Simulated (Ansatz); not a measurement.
# GaH7O2Si2: how energies converge with the basis set

The task here is to estimate one member of a computed series from the others.

The runs use Ansatz 0.2.0, Gaussian basis; one geometry, several basis sets.

The runs, in order: PBE0-D4/def2-SVP; ωB97M-V/def2-SVP; PBE0-D4/def2-QZVPP; ωB97M-V/def2-QZVPP; the functionals' def2-TZVPP values are taken from earlier runs.

## Structure used throughout

The geometry comes from an earlier relaxation with PBE0-D4 in a triple-zeta def2 set; it is a stationary point, not always the lowest conformer.

12 atoms, charge 0, spin multiplicity 1.

Atoms are counted from 1 here; the program's logs count them from 0.

Bond lengths: Si1–O2 1.633 Å, Si1–H6 1.490 Å, Si1–H7 1.488 Å, Si1–H8 1.486 Å, O2–Ga3 1.772 Å, Ga3–O4 1.772 Å, Ga3–H9 1.538 Å, O4–Si5 1.633 Å, Si5–H10 1.488 Å, Si5–H11 1.486 Å, Si5–H12 1.490 Å. Angles: O2–Si1–H6 111.1°, O2–Si1–H7 110.7°, O2–Si1–H8 108.8°, H6–Si1–H7 108.4°, H6–Si1–H8 108.7°, H7–Si1–H8 109.0°, Si1–O2–Ga3 141.1°, O2–Ga3–O4 115.7°, O2–Ga3–H9 122.1°, O4–Ga3–H9 122.1°, Ga3–O4–Si5 140.9°, O4–Si5–H10 110.6°, O4–Si5–H11 108.9°, O4–Si5–H12 111.1°, H10–Si5–H11 109.0°, H10–Si5–H12 108.4°, H11–Si5–H12 108.7°.

Coordinates:

```xyz
12
charge 0, multiplicity 1
Si   -1.78161    0.24968    1.10374
O    -0.88565   -1.11541    1.08697
Ga    0.64754   -1.75154    0.46669
O     1.54854   -0.67239   -0.61249
Si    1.40712    0.76482   -1.37461
H    -0.91410    1.46168    1.11094
H    -2.66678    0.31240   -0.09036
H    -2.62174    0.25726    2.32970
H     1.16367   -3.15097    0.84073
H     1.92585    1.86484   -0.51794
H     2.19267    0.72077   -2.63541
H    -0.01551    1.05887   -1.70796
```

Set-up of the first run:

Contents of in.yaml:

```yaml
crystal:
  periodic: [false, false, false]
  atoms:
    - {symbol: Si, position_ang: [-1.781611, 0.249678, 1.103739]}
    - {symbol: O, position_ang: [-0.885652, -1.115414, 1.086968]}
    - {symbol: Ga, position_ang: [0.647539, -1.751539, 0.466688]}
    - {symbol: O, position_ang: [1.548543, -0.672394, -0.612490]}
    - {symbol: Si, position_ang: [1.407118, 0.764818, -1.374613]}
    - {symbol: H, position_ang: [-0.914096, 1.461678, 1.110936]}
    - {symbol: H, position_ang: [-2.666782, 0.312396, -0.090358]}
    - {symbol: H, position_ang: [-2.621742, 0.257257, 2.329704]}
    - {symbol: H, position_ang: [1.163672, -3.150967, 0.840734]}
    - {symbol: H, position_ang: [1.925854, 1.864843, -0.517936]}
    - {symbol: H, position_ang: [2.192668, 0.720774, -2.635407]}
    - {symbol: H, position_ang: [-0.015513, 1.058870, -1.707956]}
basis:
  gaussian: {orbitals: def2-SVP}
hamiltonian: {xc: pbe0, dispersion: d4}
output: {orbitals: {seedname: orbitals}}
```

Started as:

```sh
> ansatz run in.yaml --threads 4 --pin off --events-out ev --progress --plain --max-ram 10444MiB
```

Among the steps run: PBE0-D4 in def2-SVP; ωB97M-V in def2-SVP; PBE0-D4 in def2-QZVPP; ωB97M-V in def2-QZVPP.

One table of the session follows, with a row left open; its other results are not shown here.

It belongs to the step «Functionals by basis». 

| functional | basis | HOMO (eV) |
| --- | --- | --- |
| PBE0-D4 | def2-SVP | -8.41 |
| PBE0-D4 | def2-TZVPP | -8.47 |
| PBE0-D4 | def2-QZVPP | ? |
| ωB97M-V | def2-SVP | -10.65 |
| ωB97M-V | def2-TZVPP | -10.76 |
| ωB97M-V | def2-QZVPP | -10.77 |

Estimate the missing values for PBE0-D4, def2-QZVPP.

As computed: HOMO (eV): -8.48. In the column «HOMO (eV)» it lies between ωB97M-V, def2-SVP (-10.65) and PBE0-D4, def2-TZVPP (-8.47).
